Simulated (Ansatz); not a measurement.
Predict the output of the script below (the Python package of Ansatz (0.2.0)).

`ase_relax_ba.py`
```python
# -*- coding: utf-8 -*-
"""Relax Ba with an ASE optimiser on Ansatz forces."""

from dataclasses import dataclass
import warnings

import ansatz as az
from ase import Atoms
from ase.calculators.calculator import Calculator, all_changes
from ase.filters import FrechetCellFilter
from ase.optimize import FIRE
from ase.units import GPa
import numpy as np


@dataclass(frozen=True)
class Settings:
    mesh: tuple[int, ...] = (4, 4, 4)
    width_ev: float = 0.2
    scf_tol: float = 1e-05


cfg = Settings()


class PlaneWaves(Calculator):
    implemented_properties = ["energy", "free_energy", "forces", "stress"]

    def calculate(self, atoms=None, properties=("energy",), system_changes=all_changes):
        super().calculate(atoms, properties, system_changes)
        bare = self.atoms.copy()
        bare.set_constraint()
        bare.set_momenta(None)
        job = (
            az.Crystal.from_ase(bare).calculation()
            .functional(az.Functional.PBESOL)
            .pseudopotentials("paw")
            .basis(10 * az.Ha)
            .kpoints(*cfg.mesh)
            .occupations(az.OccupationsMethod.FERMI_DIRAC, width=cfg.width_ev)
            .scf(tolerance=cfg.scf_tol, algorithm="direct_min")
            .forces()
            .stress()
        )
        report = job.run(threads=1).report
        self.results["energy"] = self.results["free_energy"] = report["lagrangian_ev"]
        self.results["forces"] = np.array(report["forces_ev_ang"])
        s = -np.array(report["stress_gpa"]) * GPa  # ASE counts tension as positive
        self.results["stress"] = s[[0, 1, 2, 1, 0, 0], [0, 1, 2, 2, 2, 1]]


def main():
    warnings.simplefilter("ignore")
    atoms = Atoms(
        ["Ba"],
        cell=[[0.0, 3.23267, 3.23267], [3.23267, 0.0, 3.23267], [3.23267, 3.23267, 0.0]],
        scaled_positions=[
            [0.0, 0.0, 0.0],
        ],
        pbc=True,
    )
    atoms.rattle(0.1, seed=73)
    atoms.calc = PlaneWaves()
    before = atoms.get_potential_energy(), atoms.get_volume()
    target = FrechetCellFilter(atoms)
    optimiser = FIRE(target, logfile=None)


    def tell():
        fmax = np.linalg.norm(target.get_forces(), axis=1).max()
        print(f"step {optimiser.nsteps:2d}  E = {atoms.get_potential_energy():.5f} eV  fmax = {fmax:.4f}  V = {atoms.get_volume():.3f} A^3")


    optimiser.attach(tell)
    met = optimiser.run(fmax=0.02, steps=12)
    print("threshold met:", bool(met), " energy gained:", round(before[0] - atoms.get_potential_energy(), 5), "eV")
    print("cell lengths and angles:", np.round(atoms.cell.cellpar(), 3))
    print(np.round(atoms.get_scaled_positions(), 4))


if __name__ == "__main__":
    main()
```

```console
$ python ase_relax_ba.py
step  0  E = -5862.63605 eV  fmax = 0.3304  V = 67.564 A^3
step  1  E = -5862.63956 eV  fmax = 0.3004  V = 66.898 A^3
step  2  E = -5862.64396 eV  fmax = 0.2432  V = 65.644 A^3
step  3  E = -5862.64945 eV  fmax = 0.1603  V = 63.945 A^3
step  4  E = -5862.65405 eV  fmax = 0.0715  V = 61.991 A^3
step  5  E = -5862.65460 eV  fmax = 0.0329  V = 59.969 A^3
step  6  E = -5862.65454 eV  fmax = 0.0321  V = 59.983 A^3
step  7  E = -5862.65442 eV  fmax = 0.0307  V = 60.013 A^3
step  8  E = -5862.65423 eV  fmax = 0.0285  V = 60.056 A^3
step  9  E = -5862.65399 eV  fmax = 0.0256  V = 60.112 A^3
step 10  E = -5862.65403 eV  fmax = 0.0220  V = 60.179 A^3
step 11  E = -5862.65368 eV  fmax = 0.0181  V = 60.257 A^3
threshold met: True  energy gained: 0.01763 eV
cell lengths and angles: [ 4.401  4.401  4.401 60.    60.    60.   ]
[[0.0618 0.0137 0.0041]]
```

Notes:
- The settings weren't tested for convergence.
- The cutoff lies under the one recommended for these potentials.
- The calculator gives ASE the free energy under both names; ASE's own meaning of energy is the limit of zero smearing.
- For a metal this k-point mesh is coarse: on a finer one energies can move by several to tens of meV an atom and pressures by half a GPa or more, differences at one mesh by less.
- The smearing is wide enough that free energy and stress hold a thermal part of the electrons.
- This isn't the structure that Ba takes at ambient conditions.
- The script silences warnings, which a real study should read.
- Timing: 8.1 s on 1 thread of Arm Neoverse V1 (shared host), peak memory 0.38 GiB.

(A comment or docstring line of the script was reworded after the run, the code is as it ran.)
